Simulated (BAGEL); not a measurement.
**HF/aug-cc-pVDZ (density fitting with qzvpp-jkfit) run of GaBrF2 (SMILES [F][Ga]([F])[Br])**

What is the vertical singlet–triplet gap of GaBrF2 at HF/aug-cc-pVDZ (density fitting with qzvpp-jkfit)? 

The results are computed with BAGEL 1.2.2.

## 1. The system as given

GaBrF2: 4 atoms, total charge 0, spin state singlet. As SMILES, `[F][Ga]([F])[Br]`. Geometry: relaxed at PBE0-D4/def2-TZVP.

Bond lengths: F1–Ga2 1.731 Å, Ga2–F3 1.731 Å, Ga2–Br4 2.237 Å. Angles: F1–Ga2–F3 115.9°, F1–Ga2–Br4 122.0°, F3–Ga2–Br4 122.0°.

## 2. A single-point energy at HF/aug-cc-pVDZ (density fitting with qzvpp-jkfit)

Input file input.json:

```json
{ "bagel": [

{
  "title": "molecule",
  "basis": "aug-cc-pvdz.json",
  "df_basis": "qzvpp-jkfit",
  "angstrom": true,
  "geometry": [
    { "atom": "F", "xyz": [   -0.791100,   -0.453200,    1.527800 ] },
    { "atom": "Ga", "xyz": [    0.056900,   -0.066300,    0.069400 ] },
    { "atom": "F", "xyz": [    1.694200,   -0.619800,   -0.023200 ] },
    { "atom": "Br", "xyz": [   -0.904500,    1.079000,   -1.594200 ] }
  ]
},
{
  "title": "hf"
},
{
  "title": "print",
  "file": "orbitals.molden",
  "orbitals": true
}

]}
```

The basis set aug-cc-pVDZ is read from a file made from the Basis Set Exchange's data (not shown).

Started as:

```sh
$ BAGEL_NUM_THREADS=1 BAGEL input.json > input.out
```

Log:

```text
* using 1 threads per process

  ===============================================================
  ===============================================================

  *** Geometry ***

  { "atom" : "F", "xyz" : [     -1.494962,     -0.856424,      2.887124 ] },
  { "atom" : "Ga", "xyz" : [      0.107525,     -0.125289,      0.131147 ] },
  { "atom" : "F", "xyz" : [      3.201574,     -1.171252,     -0.043842 ] },
  { "atom" : "Br", "xyz" : [     -1.709257,      2.039014,     -3.012601 ] },

  Number of auxiliary basis functions:      686

  Since a DF basis is specified, we compute 2- and 3-index integrals:
    o Being stored without compression. Storage requirement is 0.076 GB

  Number of basis functions:      118
  Number of electrons      :       84

    * METHOD: MOLECULE                             0.65

  *** RHF ***

  === Nuclear Repulsion ===
   537.7013452244

      * DIIS with orbital gradients will be used.

  === RHF iteration (aug-cc-pvdz.json) ===
      0      -4694.29916352          0.01576856           0.28
      1      -4694.46670274          0.01395544           0.27
      2      -4694.65843822          0.00115968           0.27
      3      -4694.66020626          0.00021380           0.27
      4      -4694.66029681          0.00007062           0.27
      5      -4694.66030886          0.00002229           0.27
      6      -4694.66030987          0.00000416           0.27
      7      -4694.66030990          0.00000145           0.27
      8      -4694.66030991          0.00000051           0.27
      9      -4694.66030991          0.00000009           0.27
     10      -4694.66030991          0.00000003           0.27
     11      -4694.66030991          0.00000001           0.27
     12      -4694.66030991          0.00000000           0.27
    * SCF iteration converged.

    * Permanent dipole moment:
           (    0.251199,    -0.299375,     0.434692) a.u.

    * METHOD: HF                                   4.01

    * METHOD: PRINT                                0.03

  ===============================================================
```

It took 5.1 s on 1 thread of Arm Neoverse V1, shared host; peak memory 0.26 GiB.

## 3. The triplet, same level

Input file hf.json:

```json
{ "bagel" : [

{
  "title" : "molecule",
  "basis" : "aug-cc-pvdz.json",
  "df_basis" : "qzvpp-jkfit",
  "angstrom" : "true",
  "geometry" : [
    { "atom" : "F", "xyz" : [      -0.791100,      -0.453200,       1.527800 ] },
    { "atom" : "Ga", "xyz" : [       0.056900,      -0.066300,       0.069400 ] },
    { "atom" : "F", "xyz" : [       1.694200,      -0.619800,      -0.023200 ] },
    { "atom" : "Br", "xyz" : [      -0.904500,       1.079000,      -1.594200 ] }
  ]
},

{
  "title" : "uhf",
  "nopen" : 2
},

{
  "title" : "print",
  "file" : "orbitals.molden",
  "orbitals" : "true"
}

]}
```

The basis set aug-cc-pVDZ is read from a file made from the Basis Set Exchange's data (not shown).

Started as:

```sh
$ BAGEL_NUM_THREADS=1 BAGEL hf.json > hf.out
```

Log:

```text
* using 1 threads per process

  ===============================================================
  ===============================================================

  *** Geometry ***

  { "atom" : "F", "xyz" : [     -1.494962,     -0.856424,      2.887124 ] },
  { "atom" : "Ga", "xyz" : [      0.107525,     -0.125289,      0.131147 ] },
  { "atom" : "F", "xyz" : [      3.201574,     -1.171252,     -0.043842 ] },
  { "atom" : "Br", "xyz" : [     -1.709257,      2.039014,     -3.012601 ] },

  Number of auxiliary basis functions:      686

  Since a DF basis is specified, we compute 2- and 3-index integrals:
    o Being stored without compression. Storage requirement is 0.076 GB

  Number of basis functions:      118
  Number of electrons      :       84

    * METHOD: MOLECULE                             0.65

  *** Open-shell HF ***

  === Nuclear Repulsion ===
   537.7013452244

      * DIIS with orbital gradients will be used.

  === UHF iteration (aug-cc-pvdz.json) ===
      0      -4693.98322050          0.03349761           0.56
      1      -4694.13816334          0.03496338           0.55
      2      -4694.29390862          0.02075049           0.55
      3      -4694.44534501          0.00200548           0.55
      4      -4694.44755596          0.00052094           0.55
      5      -4694.44779421          0.00018622           0.55
      6      -4694.44785379          0.00005843           0.55
      7      -4694.44786091          0.00001721           0.56
      8      -4694.44786172          0.00000573           0.55
      9      -4694.44786181          0.00000246           0.56
     10      -4694.44786183          0.00000092           0.55
     11      -4694.44786183          0.00000049           0.56
     12      -4694.44786184          0.00000019           0.55
     13      -4694.44786184          0.00000014           0.56
     14      -4694.44786184          0.00000012           0.56
     15      -4694.44786184          0.00000010           0.56
     16      -4694.44786184          0.00000008           0.56
     17      -4694.44786184          0.00000005           0.56
     18      -4694.44786184          0.00000002           0.56
     19      -4694.44786184          0.00000001           0.56
    * SCF iteration converged.

    * S^2 (UHF) is 2.0112

    * Permanent dipole moment:
           (    1.035218,    -1.232398,     1.791289) a.u.

    * METHOD: UHF                                 11.61

    * METHOD: PRINT                                0.03

  ===============================================================
```

Wall time 13 s (1 thread of Arm Neoverse V1, shared host); peak memory 0.26 GiB.

## 4. Outcome

Level: HF/aug-cc-pVDZ (density fitting with qzvpp-jkfit).

| quantity | value |
| --- | --- |
| singlet: total energy | -4694.66031 Eh |
| singlet: dipole moment | 1.49 D |
| singlet: HOMO energy | -12.52 eV |
| singlet: LUMO energy | 0.41 eV |
| singlet: HOMO–LUMO gap | 12.93 eV |
| triplet: total energy | -4694.44786 Eh |
| triplet: dipole moment | 6.12 D |
| triplet: ⟨S²⟩ | 2.011 |
| vertical energy of the triplet above the singlet | 5.781 eV |

**Reading.** At this shape the triplet lies 5.78 eV (558 kJ/mol) above the singlet.
